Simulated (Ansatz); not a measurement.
**C₂HAlClF: ionisation energy by level of theory**

Aim: the vertical ionisation energy of C₂HAlClF, as cation minus neutral at the neutral's geometry, on several levels, and how well −ε(HOMO) stands in for it.

Method: unrestricted cation, the program's frozen cores in correlated methods; program: Ansatz 0.2.0, Gaussian basis.

Levels to be run: UKS PBE-D4/def2-TZVPP; UKS r2SCAN-D4/def2-TZVPP; UKS PBE0-D4/def2-TZVPP; UKS B3LYP-D4/def2-TZVPP; UKS wB97X-V/def2-TZVPP; UKS wB97M-V/def2-TZVPP; UKS B2PLYP/def2-TZVPP; UHF-CCSD(T)/def2-TZVPP; UHF-CCSD(T)/def2-QZVPP; extrapolation to the limit; then −ε(HOMO) from the neutral's earlier runs with LDA (SPW92), PBE-D4, revPBE-D4, BLYP-D4, r2SCAN-D4, B97M-V, PBE0-D4, B3LYP-D4, r2SCANh-D4, r2SCAN0-D4, HSE06-D4, BHLYP-D4, CAM-B3LYP-D4, LC-ωPBE, ωB97X-V, ωB97M-V.

### 1 The relaxed structure

An earlier PBE0-D4 in a triple-zeta def2 set relaxation fixed the geometry.

SMILES `C#[C][Al]([F])[Cl]`, 6 atoms, charge 0, spin multiplicity 1.

Atoms are counted from 1 here; the program's logs count them from 0.

Bond lengths: C1–C2 1.208 Å, C1–H6 1.067 Å, C2–Al3 1.878 Å, Al3–F4 1.636 Å, Al3–Cl5 2.072 Å. Angles: C2–C1–H6 180.0°, C1–C2–Al3 179.1°, C2–Al3–F4 120.0°, C2–Al3–Cl5 121.8°, F4–Al3–Cl5 118.1°.

Coordinates:

```
C     0.0792    0.5503    1.7916
C     0.0213    0.1461    0.6542
Al   -0.0619   -0.4563   -1.1227
F    -0.4378   -2.0167   -1.4421
Cl    0.3114    0.8053   -2.7229
H     0.1300    0.9074    2.7958
```

### 2 Cation, UKS PBE-D4/def2-TZVPP

in.yaml reads:

```yaml
crystal:
  periodic: [false, false, false]
  atoms:
    - {symbol: C, position_ang: [0.079239, 0.550260, 1.791593]}
    - {symbol: C, position_ang: [0.021281, 0.146083, 0.654163]}
    - {symbol: Al, position_ang: [-0.061928, -0.456303, -1.122723]}
    - {symbol: F, position_ang: [-0.437778, -2.016680, -1.442055]}
    - {symbol: Cl, position_ang: [0.311390, 0.805284, -2.722941]}
    - {symbol: H, position_ang: [0.129995, 0.907356, 2.795764]}
basis:
  gaussian: {orbitals: def2-TZVPP}
total_charge: 1
magnetization: {spin_polarized: true, initial_magnetization: 1}
hamiltonian: {xc: pbe, dispersion: d4}
```

On the command line:

```console
> ansatz run in.yaml --threads 2 --pin off --events-out ev --progress --plain --max-ram 32768MiB --backend cpu
```

Further steps of the session: Cation, UKS r2SCAN-D4/def2-TZVPP; Cation, UKS PBE0-D4/def2-TZVPP; Cation, UKS B3LYP-D4/def2-TZVPP; Cation, UKS wB97X-V/def2-TZVPP; Cation, UKS wB97M-V/def2-TZVPP; Cation, UKS B2PLYP (frozen core)/def2-TZVPP; Cation, UHF-CCSD(T)/def2-TZVPP; Cation, UHF-CCSD(T)/def2-QZVPP.

Q: Predict the results of all the runs planned. Wanted: ionisation energy, CCSD(T)/CBS; nearest functional by difference; nearest −ε(HOMO); −ε(HOMO) of PBE; T1 of the cation.

The runs gave:

```
                        quantity               value
  ionisation energy, CCSD(T)/CBS            11.48 eV
nearest functional by difference   B2PLYP (-0.23 eV)
                nearest −ε(HOMO)  LC-ωPBE (+0.11 eV)
                 −ε(HOMO) of PBE             7.51 eV
                T1 of the cation               0.019
```

**Reading.** By cation minus neutral, the functionals miss by 0.83 eV at most. The PBE orbital energy is 4.0 eV too small: a semilocal HOMO is no ionisation energy. Among orbital estimates LC-ωPBE comes nearest. Hartree-Fock falls 1.65 eV short, as the neutral has more correlation energy than the cation.
